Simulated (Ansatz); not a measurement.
**Cu+ with TeH₂: superposition error and deformation**

Aim: split the binding of a pair into the counterpoise interaction, the basis-set superposition error and the cost of deforming the fragments.

Program: Ansatz 0.2.0, Gaussian basis. Level of theory: PBE0-D4 structures, single points in def2-TZVPPD. These are calculated values, not measurements.

Levels: PBE-D4, revPBE-D4, BLYP-D4, r2SCAN-D4, B97M-V, PBE0-D4, B3LYP-D4, HSE06-D4, wB97X-V, wB97M-V, B2PLYP, Hartree-Fock, MP2, CCSD, CCSD(T).

Cores are frozen in the correlated methods. The 3s and 3p shells of Cu and Zn are frozen; filled d shells are correlated. Core potentials replace the inner electrons past krypton, and spin-orbit coupling is left out. B3LYP uses VWN-RPA correlation. B2PLYP carries no dispersion term here.

129 further runs of the same task are left out: 129 set aside as unsound or not needed.

**1. Starting geometry**

The relaxed pair: 4 atoms, charge 1, spin multiplicity 1.

Atoms are counted from 1 here; the program's logs count them from 0.

Bond lengths: Cu1–Te2 2.498 Å, Te2–H3 1.662 Å, Te2–H4 1.662 Å. Angles: Cu1–Te2–H3 92.7°, Cu1–Te2–H4 92.7°, H3–Te2–H4 90.9°.

Coordinates:

```xyz
4
charge 1, multiplicity 1
Cu    1.2538    0.3183   -1.5235
Te   -0.7402   -0.3264   -0.1642
H     0.1910   -1.0828    0.9853
H    -0.7046    1.0908    0.7024
```

Atoms 1 to 1 are fragment A (Cu+), the rest fragment B (TeH₂). From earlier runs, pair energy (eV) and counterpoise interaction (kJ/mol):

```csv
method,E(pair),interaction
PBE-D4,-51953.26297,-266.12
revPBE-D4,-51958.90574,-248.69
BLYP-D4,-51961.46821,-260.81
r2SCAN-D4,-51962.43492,-254.48
B97M-V,-51950.52562,-250.48
PBE0-D4,-51953.78530,-228.15
B3LYP-D4,-51964.06544,-232.82
HSE06-D4,-51953.65841,-227.73
wB97X-V,-51955.28898,-211.02
wB97M-V,-51956.68568,-210.22
B2PLYP,-51947.68011,-211.85
MP2,-51915.11318,-191.89
CCSD(T),-51913.78940,-181.92
```

First each fragment is run alone in its own basis, frozen in the shape it has in the pair (a, b).

**2. wB97X-V/def2-TZVPPD**

Input file a/in.yaml:

```yaml
crystal:
  periodic: [false, false, false]
  atoms:
    - {symbol: Cu, position_ang: [1.253798, 0.318315, -1.523467]}
basis:
  gaussian: {orbitals: "def2-TZVPPD.json"}
total_charge: 1
hamiltonian: {xc: {name: wB97X-V}}
```

Input file b/in.yaml:

```yaml
crystal:
  periodic: [false, false, false]
  atoms:
    - {symbol: Te, position_ang: [-0.740151, -0.326374, -0.164226]}
    - {symbol: H, position_ang: [0.191023, -1.082817, 0.985278]}
    - {symbol: H, position_ang: [-0.704570, 1.090776, 0.702416]}
basis:
  gaussian: {orbitals: "def2-TZVPPD.json"}
hamiltonian: {xc: {name: wB97X-V}}
```

The basis file named in the input lies beside it (Basis Set Exchange, JSON).

One command serves all of them, each in its own folder.

Command:

```console
> ansatz run in.yaml --threads 2 --pin off --events-out ev --progress --plain --max-ram 5222MiB
```

Output in a:

```text
Functional definition: wB97X-V
  name "wB97X-V"
  cite "Mardirossian & Head-Gordon, Phys. Chem. Chem. Phys. 16, 9904 (2014) doi:10.1039/C3CP54374A"
  cite "Becke, J. Chem. Phys. 107, 8554 (1997) doi:10.1063/1.475007"
  cite "Vydrov & Van Voorhis, J. Chem. Phys. 133, 244103 (2010) doi:10.1063/1.3521275"
  parameter omega = 0.3/bohr
  parameter cx = 0.167
  parameter cx1 = 0.603
  parameter cx2 = 1.194
  parameter css0 = 0.556
  parameter css1 = -0.257
  parameter cos0 = 1.219
  parameter cos1 = -1.850
  parameter b = 6.0
  parameter c = 0.01
  exchange = spin_sum(e_x_unif_sr(omega)*poly(b97_u_x, 1 - cx, cx1, cx2)) + cx*exact_x_sr(omega) + exact_x_lr(omega)
  correlation = spin_sum(e_c_pw_same_spin*poly(b97_u_same, css0, css1))
      + integral(e_c_pw_opposite_spin*poly(b97_u_opposite, cos0, cos1)) + vv10(b, c)
553 factors; their error is unknown
76 factors; integrals over basis functions are off by at most 9.5e-5 eV
mean field evaluation 1: about -44597.6896 eV, gradient 2.1e2 eV
mean field evaluation 2: about -43801.8782 eV, gradient 6.3e2 eV
mean field evaluation 4: about -44626.8767 eV, gradient 4.0e1 eV
mean field evaluation 8: about -44627.9285 eV, gradient 4.9e-2 eV
mean field evaluation 16: about -44627.9285 eV, gradient 1.9e-6 eV
mean field -44627.92849578 eV, -1640.0461223234 hartree, gradient 1.9e-6 eV, S^2 0.000000; 0 other end points of the search recorded, 0 dependent functions left out
reference -44627.92849419 eV, -1640.0461222651 hartree; 14, 14 occupied and 53, 53 virtual orbitals, 553 factors
Total energy: -44627.92849419 eV, -1640.0461222651 hartree
```

b printed (excerpt; [...] marks lines left out):

```text
[... 5 set-up lines as earlier in the session ...]
[...]
      + integral(e_c_pw_opposite_spin*poly(b97_u_opposite, cos0, cos1)) + vv10(b, c)
592 factors; their error is unknown
164 factors; integrals over basis functions are off by at most 1.7e-4 eV
[...]
mean field -7325.16012290 eV, -269.1946693447 hartree, gradient 1.4e-5 eV, S^2 0.000000; 0 other end points of the search recorded, 0 dependent functions left out
reference -7325.16012118 eV, -269.1946692817 hartree; 13, 13 occupied and 80, 80 virtual orbitals, 592 factors
Total energy: -7325.16012118 eV, -269.1946692817 hartree
```

They took 0.85 s (a), 1.6 s (b) on 2 threads of Intel Xeon Platinum 8375C at 2.90GHz, shared host; peak memory 0.36 GiB.

**3. wB97M-V/def2-TZVPPD**

The same edit goes into each in.yaml of step 2 (a, b):

```diff
-hamiltonian: {xc: {name: wB97X-V}}
+hamiltonian: {xc: {name: wB97M-V}}
```

Each run has its own folder and the same command.

Command:

```console
> ansatz run in.yaml --threads 2 --pin off --events-out ev --progress --plain --max-ram 5222MiB
```

Log of a (excerpt; [...] marks lines left out):

```text
Functional definition: wB97M-V
  name "wB97M-V"
  cite "Mardirossian & Head-Gordon, J. Chem. Phys. 144, 214110 (2016) doi:10.1063/1.4952647"
[... 2 set-up lines as earlier in the session ...]
  # Of w^i u^j: cxij and so on, Table III.
[...]
  gx(w, u) = 1 - cx + cx01*u + cx10*w
  gss(w, u) = css00 + css04*u^4 + css10*w + css20*w^2 + css43*w^4*u^3
  gos(w, u) = cos00 + cos10*w + (cos20 + cos21*u)*w^2 + (cos60 + cos61*u)*w^6
[...]
      + integral(e_c_pw_mod_opposite_spin*gos(b97_w_opposite, b97_u_opposite)) + vv10(b, c)
553 factors; their error is unknown
76 factors; integrals over basis functions are off by at most 9.5e-5 eV
[...]
mean field -44629.92506603 eV, -1640.1194949268 hartree, gradient 5.5e-5 eV, S^2 0.000000; 0 other end points of the search recorded, 0 dependent functions left out
reference -44629.92510447 eV, -1640.1194963396 hartree; 14, 14 occupied and 53, 53 virtual orbitals, 553 factors
Total energy: -44629.92510447 eV, -1640.1194963396 hartree
```

Output in b (excerpt; [...] marks lines left out):

```text
[... 5 set-up lines as earlier in the session ...]
  # Of w^i u^j: cxij and so on, Table III.
[...]
  gx(w, u) = 1 - cx + cx01*u + cx10*w
  gss(w, u) = css00 + css04*u^4 + css10*w + css20*w^2 + css43*w^4*u^3
  gos(w, u) = cos00 + cos10*w + (cos20 + cos21*u)*w^2 + (cos60 + cos61*u)*w^6
[...]
      + integral(e_c_pw_mod_opposite_spin*gos(b97_w_opposite, b97_u_opposite)) + vv10(b, c)
592 factors; their error is unknown
164 factors; integrals over basis functions are off by at most 1.7e-4 eV
[...]
mean field -7324.56881059 eV, -269.1729390183 hartree, gradient 6.1e-5 eV, S^2 0.000000; 0 other end points of the search recorded, 0 dependent functions left out
reference -7324.56885964 eV, -269.1729408206 hartree; 13, 13 occupied and 80, 80 virtual orbitals, 592 factors
Total energy: -7324.56885964 eV, -269.1729408206 hartree
```

Wall times: 1.1 s (a), 1.6 s (b) on 2 threads of Intel Xeon Platinum 8375C at 2.90GHz, shared host; peak memory 0.36 GiB.

**4. B2PLYP/def2-TZVPPD**

Changes to a/in.yaml since step 3:

```diff
@@ -7,2 +7,3 @@
 total_charge: 1
-hamiltonian: {xc: {name: wB97M-V}}
+hamiltonian: {xc: {name: B2PLYP}}
+correlation: {frozen_orbitals: {Cu: 9}}
```

Changes to b/in.yaml since step 3:

```diff
@@ -8,2 +8,2 @@
   gaussian: {orbitals: "def2-TZVPPD.json"}
-hamiltonian: {xc: {name: wB97M-V}}
+hamiltonian: {xc: {name: B2PLYP}}
```

Each run has its own folder and the same command.

Command:

```console
> ansatz run in.yaml --threads 2 --pin off --events-out ev --progress --plain --max-ram 5222MiB
```

a printed (excerpt; [...] marks lines left out):

```text
Functional definition: B2PLYP
  name "B2PLYP"
  cite "Grimme, J. Chem. Phys. 124, 034108 (2006) doi:10.1063/1.2148954"
  cite "Becke, Phys. Rev. A 38, 3098 (1988) doi:10.1103/PhysRevA.38.3098"
  cite "Lee, Yang & Parr, Phys. Rev. B 37, 785 (1988) doi:10.1103/PhysRevB.37.785"
[...]
466 factors; integrals over basis functions are off by at most 1.4e-4 eV
[...]
mean field -44620.83074562 eV, -1639.7852848161 hartree, gradient 3.5e-6 eV, S^2 0.000000; 0 other end points of the search recorded, 0 dependent functions left out
9 core orbitals not correlated: weight in the atoms' cores, before any rotation towards them, 1.000 or more for the frozen orbitals, at most 0.000 for the correlated occupied ones
reference -44620.83084023 eV, -1639.7852882931 hartree; 5, 5 occupied and 53, 53 virtual orbitals, 466 factors
second order -14.37753326 eV of doubles, -0.00000000 eV of singles
Total energy: -44624.71277421 eV, -1639.9279467357 hartree
```

Log of b (excerpt; [...] marks lines left out):

```text
[... 5 set-up lines as earlier in the session ...]
[...]
708 factors; integrals over basis functions are off by at most 5.7e-4 eV
[...]
mean field -7316.64314258 eV, -268.8816760911 hartree, gradient 3.5e-6 eV, S^2 0.000000; 0 other end points of the search recorded, 0 dependent functions left out
4 core orbitals not correlated: weight in the atoms' cores, before any rotation towards them, 1.000 or more for the frozen orbitals, at most 0.000 for the correlated occupied ones
reference -7316.64326835 eV, -268.8816807131 hartree; 9, 9 occupied and 80, 80 virtual orbitals, 708 factors
second order -15.15845599 eV of doubles, -0.00000000 eV of singles
Total energy: -7320.73605147 eV, -269.0320877185 hartree
```

They took 0.7 s (a), 1.1 s (b) on 2 threads of Intel Xeon Platinum 8375C at 2.90GHz, shared host; peak memory 0.36 GiB.

**5. B97M-V/def2-TZVPPD**

Changes to a/in.yaml since step 4:

```diff
@@ -7,3 +7,2 @@
 total_charge: 1
-hamiltonian: {xc: {name: B2PLYP}}
-correlation: {frozen_orbitals: {Cu: 9}}
+hamiltonian: {xc: {name: B97M-V}}
```

Changes to b/in.yaml since step 4:

```diff
@@ -8,2 +8,2 @@
   gaussian: {orbitals: "def2-TZVPPD.json"}
-hamiltonian: {xc: {name: B2PLYP}}
+hamiltonian: {xc: {name: B97M-V}}
```

The same command starts each run, in its folder.

Command:

```console
> ansatz run in.yaml --threads 2 --pin off --events-out ev --progress --plain --max-ram 5222MiB
```

a printed (excerpt; [...] marks lines left out):

```text
Functional definition: B97M-V
  name "B97M-V"
  cite "Mardirossian & Head-Gordon, J. Chem. Phys. 142, 074111 (2015) doi:10.1063/1.4907719"
[... 2 set-up lines as earlier in the session ...]
  # Of w^i u^j: cxij and so on, Table III.
[...]
  gx(w, u) = cx00 + cx01*u + cx02*u^2 + (cx10 + cx11*u)*w
  gss(w, u) = css00 + css02*u^2 + css10*w + (css32*w^3 + css42*w^4)*u^2
  gos(w, u) = cos00 + cos01*u + cos03*u^3 + cos10*w + cos32*w^3*u^2
[...]
      + integral(e_c_pw_mod_opposite_spin*gos(b97_w_opposite, b97_u_opposite)) + vv10(b, c)
509 factors; their error is unknown
[...]
mean field -44622.55542175 eV, -1639.8486654948 hartree, gradient 5.7e-5 eV, S^2 0.000000; 0 other end points of the search recorded, 0 dependent functions left out
reference -44622.55546930 eV, -1639.8486672424 hartree; 14, 14 occupied and 53, 53 virtual orbitals, 509 factors
Total energy: -44622.55546930 eV, -1639.8486672424 hartree
```

b printed (excerpt; [...] marks lines left out):

```text
[... 5 set-up lines as earlier in the session ...]
  # Of w^i u^j: cxij and so on, Table III.
[...]
  gx(w, u) = cx00 + cx01*u + cx02*u^2 + (cx10 + cx11*u)*w
  gss(w, u) = css00 + css02*u^2 + css10*w + (css32*w^3 + css42*w^4)*u^2
  gos(w, u) = cos00 + cos01*u + cos03*u^3 + cos10*w + cos32*w^3*u^2
[...]
      + integral(e_c_pw_mod_opposite_spin*gos(b97_w_opposite, b97_u_opposite)) + vv10(b, c)
567 factors; their error is unknown
[...]
mean field -7325.36250976 eV, -269.2021069247 hartree, gradient 8.8e-6 eV, S^2 0.000000; 0 other end points of the search recorded, 0 dependent functions left out
reference -7325.36257260 eV, -269.2021092338 hartree; 13, 13 occupied and 80, 80 virtual orbitals, 567 factors
Total energy: -7325.36257260 eV, -269.2021092338 hartree
```

Wall times: 0.85 s (a), 1.6 s (b) on 2 threads of Intel Xeon Platinum 8375C at 2.90GHz, shared host; peak memory 0.36 GiB.

**6. CCSD(T)/def2-TZVPPD**

Changes to a/in.yaml since step 5:

```diff
@@ -7,2 +7,2 @@
 total_charge: 1
-hamiltonian: {xc: {name: B97M-V}}
+correlation: {method: ccsd_t, frozen_orbitals: {Cu: 9}}
```

Changes to b/in.yaml since step 5:

```diff
@@ -8,2 +8,2 @@
   gaussian: {orbitals: "def2-TZVPPD.json"}
-hamiltonian: {xc: {name: B97M-V}}
+correlation: {method: ccsd_t}
```

The same command starts each run, in its folder.

Command:

```console
> ansatz run in.yaml --threads 2 --pin off --events-out ev --progress --plain --max-ram 5222MiB
```

Log of a (excerpt; [...] marks lines left out):

```text
Functional definition: HF
  name "HF"
  cite "Fock, Z. Phys. 61, 126 (1930) doi:10.1007/BF01340294"
  parent pbe
[...]
466 factors; integrals over basis functions are off by at most 1.4e-4 eV
[...]
mean field -44590.93228105 eV, -1638.6865365090 hartree, gradient 7.8e-7 eV, S^2 0.000000; 0 other end points of the search recorded, 0 dependent functions left out
9 core orbitals not correlated: weight in the atoms' cores, before any rotation towards them, 1.000 or more for the frozen orbitals, at most 0.000 for the correlated occupied ones
reference -44590.93228105 eV, -1638.6865365090 hartree; 5, 5 occupied and 53, 53 virtual orbitals, 466 factors
second order -12.23242520 eV of doubles, -0.00000000 eV of singles
cycle   1  -10.14848895 eV  change     2.1e0 eV  update   1.1e-1
[...]
cycle   9  -10.67504323 eV  change    9.7e-6 eV  update   1.2e-6
perturbative correction -0.35026659 eV, -0.0128720598 hartree
Total energy: -44601.95759086 eV, -1639.0917091716 hartree
```

b printed (excerpt; [...] marks lines left out):

```text
[... 4 set-up lines as earlier in the session ...]
[...]
708 factors; integrals over basis functions are off by at most 5.7e-4 eV
[...]
mean field -7296.83367634 eV, -268.1536916340 hartree, gradient 4.9e-6 eV, S^2 0.000000; 0 other end points of the search recorded, 0 dependent functions left out
4 core orbitals not correlated: weight in the atoms' cores, before any rotation towards them, 1.000 or more for the frozen orbitals, at most 0.000 for the correlated occupied ones
reference -7296.83367634 eV, -268.1536916340 hartree; 9, 9 occupied and 80, 80 virtual orbitals, 708 factors
second order -13.04405355 eV of doubles, -0.00000000 eV of singles
cycle   1  -12.41236238 eV  change    6.3e-1 eV  update   7.2e-2
[...]
cycle   9  -12.74948634 eV  change   -2.4e-6 eV  update   4.4e-6
perturbative correction -0.27820312 eV, -0.0102237763 hartree
Total energy: -7309.86136581 eV, -268.6324503914 hartree
```

Times: 1 s (a), 1.8 s (b) on 2 threads of Intel Xeon Platinum 8375C at 2.90GHz, shared host; peak memory 0.36 GiB.

**7. Relaxing TeH₂ alone**

Input file relax-b/in.yaml:

```yaml
crystal:
  periodic: [false, false, false]
  atoms:
    - {symbol: Te, position_ang: [-0.740151, -0.326374, -0.164226]}
    - {symbol: H, position_ang: [0.191023, -1.082817, 0.985278]}
    - {symbol: H, position_ang: [-0.704570, 1.090776, 0.702416]}
basis:
  gaussian: {orbitals: def2-TZVP}
hamiltonian: {xc: pbe0, dispersion: d4}
relax: {f_tol: 0.005, max_steps: 200}
```

Command:

```console
> ansatz run in.yaml --threads 2 --pin off --events-out ev --progress --plain --max-ram 5222MiB
```

Standard output (excerpt; [...] marks lines left out):

```text
Functional definition: PBE0
  name "PBE0"
  cite "Adamo & Barone, J. Chem. Phys. 110, 6158 (1999) doi:10.1063/1.478522"
  cite "Perdew, Burke & Ernzerhof, Phys. Rev. Lett. 77, 3865 (1996) doi:10.1103/PhysRevLett.77.3865"
[... 1 set-up line as earlier in the session ...]
[...]
526 factors; their error is unknown
[...]
mean field -7325.80402364 eV, -269.2183322606 hartree, gradient 2.0e-5 eV, S^2 0.000000; 0 other end points of the search recorded, 0 dependent functions left out
[...]
reference -7325.80404607 eV, -269.2183330849 hartree; 13, 13 occupied and 49, 49 virtual orbitals, 526 factors
relax step   1: F+E_penalty+E_count = -7325.82363310 eV  Δ(F+E_penalty+E_count) = +0.000e0 eV  max|allowed force component| = 9.778e-2 eV/Å  Δτ_max = 0.0000 Å  (24 SCF iters, accepted)
[...]
relax step   2: F+E_penalty+E_count = -7325.82364952 eV  Δ(F+E_penalty+E_count) = -1.642e-5 eV  max|allowed force component| = 6.722e-2 eV/Å  Δτ_max = 0.0221 Å  (29 SCF iters, accepted)
[...]
relax step   3: F+E_penalty+E_count = -7325.82442637 eV  Δ(F+E_penalty+E_count) = -7.768e-4 eV  max|allowed force component| = 4.211e-3 eV/Å  Δτ_max = 0.0123 Å  (30 SCF iters, accepted)
526 factors; their error is unknown
[...]
mean field -7325.80481221 eV, -269.2183612400 hartree, gradient 2.4e-5 eV, S^2 0.000000; 1 other end points of the search recorded, 0 dependent functions left out
[...]
reference -7325.80483464 eV, -269.2183620642 hartree; 13, 13 occupied and 49, 49 virtual orbitals, 526 factors
Total energy: -7325.82444880 eV, -269.2190828711 hartree
Atom 0 at    -0.740657    -0.326720    -0.165282 Å, force     0.002019     0.001380     0.004211 eV/Å
Atom 1 at     0.187541    -1.073578     0.984626 Å, force    -0.001338     0.000107    -0.002209 eV/Å
Atom 2 at    -0.700581     1.081883     0.704124 Å, force    -0.000681    -0.001487    -0.002002 eV/Å
Dipole moment:     0.018947     0.012949     0.039514 e Å
```

Wall time 1.6 s (2 threads of Intel Xeon Platinum 8375C at 2.90GHz, shared host); peak memory 0.36 GiB.

The steps of the relaxation:

```csv
step,energy from step 1 (eV),largest force component (eV/Å)
1,0.0000,0.0978
2,0.0000,0.0672
3,-0.0008,0.0042
```

Close pairs (by a distance rule), those that changed most:

```csv
bond,before (Å),after (Å),change (Å)
Te1–H2,1.662,1.656,-0.006
Te1–H3,1.662,1.656,-0.006
```

**8. PBE-D4/def2-TZVPPD**

Input file free-b/in.yaml:

```yaml
crystal:
  periodic: [false, false, false]
  atoms:
    - {symbol: Te, position_ang: [-0.740657, -0.326720, -0.165282]}
    - {symbol: H, position_ang: [0.187541, -1.073578, 0.984626]}
    - {symbol: H, position_ang: [-0.700581, 1.081883, 0.704124]}
basis:
  gaussian: {orbitals: "def2-TZVPPD.json"}
hamiltonian: {xc: pbe, dispersion: d4}
```

Command:

```console
> ansatz run in.yaml --threads 2 --pin off --events-out ev --progress --plain --max-ram 5222MiB
```

Standard output:

```text
Functional definition: PBE
  name "PBE"
[... 2 set-up lines as earlier in the session ...]
  parameter kappa = 0.804
  parameter beta = 0.06672455060314922
  exchange = pbe_x(kappa = kappa, mu = beta*pi^2/3)
  correlation = pbe_c(beta = beta)
567 factors; their error is unknown
mean field evaluation 1: about -7324.8658 eV, gradient 1.1e1 eV
mean field evaluation 2: about -7324.8121 eV, gradient 1.4e1 eV
mean field evaluation 4: about -7325.2887 eV, gradient 8.0e-1 eV
mean field evaluation 8: about -7325.2856 eV, gradient 1.3e-2 eV
mean field -7325.28559296 eV, -269.1992802844 hartree, gradient 1.5e-5 eV, S^2 0.000000; 0 other end points of the search recorded, 0 dependent functions left out
reference -7325.28563515 eV, -269.1992818349 hartree; 13, 13 occupied and 80, 80 virtual orbitals, 567 factors
Total energy: -7325.30957531 eV, -269.2001616197 hartree
```

It took 0.45 s on 2 threads of Intel Xeon Platinum 8375C at 2.90GHz, shared host; peak memory 0.36 GiB.

**9. r2SCAN-D4/def2-TZVPPD**

Changes to free-b/in.yaml since step 8:

```diff
@@ -8,2 +8,2 @@
   gaussian: {orbitals: "def2-TZVPPD.json"}
-hamiltonian: {xc: pbe, dispersion: d4}
+hamiltonian: {xc: r2scan, dispersion: d4}
```

Command:

```console
> ansatz run in.yaml --threads 2 --pin off --events-out ev --progress --plain --max-ram 5222MiB
```

Standard output:

```text
Functional definition: r2SCAN
  name "r2SCAN"
  cite "Furness, Kaplan, Ning, Perdew & Sun, J. Phys. Chem. Lett. 11, 8208 (2020) doi:10.1021/acs.jpclett.0c02405"
  cite "Furness, Kaplan, Ning, Perdew & Sun, J. Phys. Chem. Lett. 11, 9248 (2020) doi:10.1021/acs.jpclett.0c03077"
  parent r2scan
  parameter k0 = 0.174
  parameter k1 = 0.065
  parameter a1 = 4.9479
  exchange = r2scan_x(k0 = k0, k1 = k1, a1 = a1)
  correlation = r2scan_c
567 factors; their error is unknown
mean field evaluation 1: about -7328.1610 eV, gradient 8.7e0 eV
mean field evaluation 2: about -7328.1899 eV, gradient 1.1e1 eV
mean field evaluation 4: about -7328.4060 eV, gradient 6.5e-1 eV
mean field evaluation 8: about -7328.4005 eV, gradient 4.3e-3 eV
mean field -7328.40052489 eV, -269.3137519215 hartree, gradient 4.1e-5 eV, S^2 0.000000; 0 other end points of the search recorded, 0 dependent functions left out
reference -7328.40053618 eV, -269.3137523364 hartree; 13, 13 occupied and 80, 80 virtual orbitals, 567 factors
Total energy: -7328.40554207 eV, -269.3139362993 hartree
```

Run time: 0.8 s. Hardware: 2 threads of Intel Xeon Platinum 8375C at 2.90GHz, shared host; peak memory 0.36 GiB.

**10. PBE0-D4/def2-TZVPPD**

Changes to free-b/in.yaml since step 9:

```diff
@@ -8,2 +8,3 @@
   gaussian: {orbitals: "def2-TZVPPD.json"}
-hamiltonian: {xc: r2scan, dispersion: d4}
+hamiltonian: {xc: pbe0, dispersion: d4}
+output: {orbitals: {seedname: orbitals}}
```

Command:

```console
> ansatz run in.yaml --threads 2 --pin off --events-out ev --progress --plain --max-ram 5222MiB
```

Standard output (excerpt; [...] marks lines left out):

```text
[... 5 set-up lines as earlier in the session ...]
  parameter a = 0.25
[... 2 set-up lines as earlier in the session ...]
  exchange = (1 - a)*pbe_x(kappa = kappa, mu = beta*pi^2/3) + a*exact_x
[... 1 set-up line as earlier in the session ...]
595 factors; their error is unknown
mean field evaluation 1: about -7325.5613 eV, gradient 5.9e0 eV
mean field evaluation 2: about -7325.6185 eV, gradient 5.5e0 eV
mean field evaluation 4: about -7325.6651 eV, gradient 2.6e-1 eV
mean field evaluation 8: about -7325.8327 eV, gradient 1.2e-2 eV
mean field -7325.83270258 eV, -269.2193861920 hartree, gradient 1.4e-5 eV, S^2 0.000000; 0 other end points of the search recorded, 0 dependent functions left out
reference -7325.83273172 eV, -269.2193872631 hartree; 13, 13 occupied and 80, 80 virtual orbitals, 595 factors
Total energy: -7325.85234588 eV, -269.2201080700 hartree
```

Run time: 0.5 s. Hardware: 2 threads of Intel Xeon Platinum 8375C at 2.90GHz, shared host; peak memory 0.36 GiB.

[end of part 1 of 2]
